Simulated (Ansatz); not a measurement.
# CH5NOZn: the cost of one run

Method: RKS B3LYP/def2-SVP, in Ansatz 0.2.0.

## 1. The starting structure

Bond lengths: N1–Zn2 1.853 Å, Zn2–C3 2.003 Å, C3–O4 1.437 Å, N1–H5 1.012 Å, N1–H6 1.010 Å, C3–H7 1.092 Å, C3–H8 1.093 Å, O4–H9 0.966 Å. Angles: N1–Zn2–C3 143.7°, Zn2–N1–H5 114.6°, Zn2–N1–H6 121.9°, H5–N1–H6 106.3°, Zn2–C3–O4 86.5°, Zn2–C3–H7 120.9°, Zn2–C3–H8 117.7°, O4–C3–H7 110.0°, O4–C3–H8 110.3°, H7–C3–H8 108.7°, C3–O4–H9 110.1°.

As a file:

```xyz
9

N    -0.9888    2.0095    0.2337
Zn    0.4228    0.8138    0.3405
C     0.9048   -1.1277    0.2492
O    -0.1865   -1.2652   -0.6750
H    -1.5110    1.9687   -0.6324
H    -0.8751    2.9900    0.4496
H     1.8351   -1.4540   -0.2207
H     0.7275   -1.7380    1.1383
H    -0.3288   -2.1972   -0.8833
```

## 2. End point A

File input.yaml:

```yaml
crystal:
  periodic: [false, false, false]
  atoms:
    - { symbol: "N", position_ang: [-0.98878, 2.00946, 0.23372] }
    - { symbol: Zn, position_ang: [0.42279, 0.81383, 0.3405] }
    - { symbol: C, position_ang: [0.90479, -1.1277, 0.24924] }
    - { symbol: O, position_ang: [-0.18652, -1.26521, -0.67504] }
    - { symbol: H, position_ang: [-1.51103, 1.96872, -0.63237] }
    - { symbol: H, position_ang: [-0.87513, 2.99003, 0.44965] }
    - { symbol: H, position_ang: [1.83514, -1.45398, -0.22069] }
    - { symbol: H, position_ang: [0.72751, -1.73795, 1.13827] }
    - { symbol: H, position_ang: [-0.32876, -2.19721, -0.88329] }
basis:
  gaussian: { orbitals: def2-SVP }
hamiltonian:
  xc: b3lyp
relax:
  f_tol: 0.015
  max_steps: 40
output:
  orbitals: {}
```

Command:

```console
$ ansatz run input.yaml --threads 2 --pin off --max-ram 3072MiB --backend cpu --events-out ev --progress --plain --runs-dir out
```

**Question.** How long does this run take on 2 threads of Arm Neoverse V1, shared host, and how much memory does it need?

About 87 s, with a peak of 0.21 GiB.
